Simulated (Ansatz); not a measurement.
# Be3N2: the cost of one run

Program: the Python package of Ansatz 0.2.0. The levels of theory stand in the script. These are calculated values, not measurements.

### Step 1. The structure

It takes space group R3m (No. 160, trigonal). Conventional cell: a = 2.840 Å, b = 2.840 Å, c = 14.599 Å, α = 90.00°, β = 90.00°, γ = 120.00°. Be (site symmetry 3m) is surrounded by 4 N at 1.65 to 2.20 Å. Be (site symmetry 3m) has 4 N at 1.66 to 1.84 Å as nearest neighbours. Around Be (site symmetry 3m) lie 4 N at 1.68 to 1.78 Å. N (site symmetry 3m) has 5 Be at 1.65 to 1.68 Å as nearest neighbours. N (site symmetry 3m) has 7 Be at 1.78 to 2.20 Å as nearest neighbours.

be3n2.extxyz, read by the script:

```xyz
5
Lattice="1.41980506 0.81972483 4.86621566 -1.41980506 0.81972483 4.86621566 0.0 -1.63944966 4.86621566" Properties=species:S:1:pos:R:3 pbc="T T T"
Be    0.00000000    0.00000000   12.54025353
Be    0.00000000    0.00000000    4.63791073
Be    0.00000000    0.00000000    1.29645869
N     0.00000000    0.00000000    2.98049889
N     0.00000000    0.00000000   10.34219117
```

### Step 2. The script

The input, run_xc.py:

```python
# -*- coding: utf-8 -*-
'''One structure of Be3N2 under several functionals.'''

import ansatz as az

K_DENSITY = 3.1
SMEARING = 'gaussian'
SIGMA = 0.02
SCF_TOL = 1e-08
N_EMPTY = 8

system = az.Crystal.from_extxyz('be3n2.extxyz')

base = (
    system.calculation()
    .pseudopotentials('paw')
    .kpoints(density=K_DENSITY)  # sampling of the Brillouin zone
    .occupations(SMEARING, width=SIGMA)  # smearing steadies the SCF of a metal
    .scf(tolerance=SCF_TOL, extra_bands=N_EMPTY, self_checks='low')
    .forces()  # eV per angstrom
    .stress()  # positive in compression
)

rows = []
for value in ['lda', 'pbesol', 'blyp']:
    report = base.functional(value).run(threads=1, pin='off').report
    rows.append((value, report['free_energy_ev'] / len(report['lattice']['sites']), report['n_iterations'], sum(report['stress_gpa'][i][i] for i in range(3)) / 3, max(abs(f) for row in report['forces_ev_ang'] for f in row), report['n_kpoints']))

print('  functional   F/atom (eV)    iterations       P (GPa)  max component (eV/A)      k-points')
for row in rows:
    print(f'{str(row[0]):>12s}  {row[1]:12.5f}  {row[2]:12d}  {row[3]:12.3f}  {row[4]:20.4f}  {row[5]:12d}')
```

### Step 3. The calls as engine input

The engine receives this input (first run):

```yaml
crystal:
  lattice:
    - [1.41980506, 0.81972483, 4.86621566]
    - [-1.41980506, 0.81972483, 4.86621566]
    - [0.0, -1.63944966, 4.86621566]
  atoms:
    - { symbol: Be, position: [0.8590010805234225, 0.8590010805234225, 0.8590010805234225] }
    - { symbol: Be, position: [0.3176945600749091, 0.3176945600749091, 0.3176945600749091] }
    - { symbol: Be, position: [0.08880677036550957, 0.08880677036550957, 0.08880677036550957] }
    - { symbol: "N", position: [0.2041626798759675, 0.2041626798759675, 0.2041626798759675] }
    - { symbol: "N", position: [0.7084349107262268, 0.7084349107262268, 0.7084349107262268] }
kpoints:
  mp_grid:
    kspacing: 0.3225806451612903
hamiltonian:
  xc: lda
  pseudopotentials:
    kind: paw
scf:
  n_extra_bands: 8
  self_checks: low
  convergence:
    dr2_threshold: 1.0e-08
  occupations:
    method: gaussian
    width: 0.02
output:
  forces: true
  stress: true
```

### Step 4. Running it

Run with:

```sh
> python run_xc.py
```

**Question.** How long does this script take on 1 thread of AMD EPYC 9R45 (Zen 5), shared host, and how much memory does it need?

About 4.7 s, with a peak of 0.41 GiB.
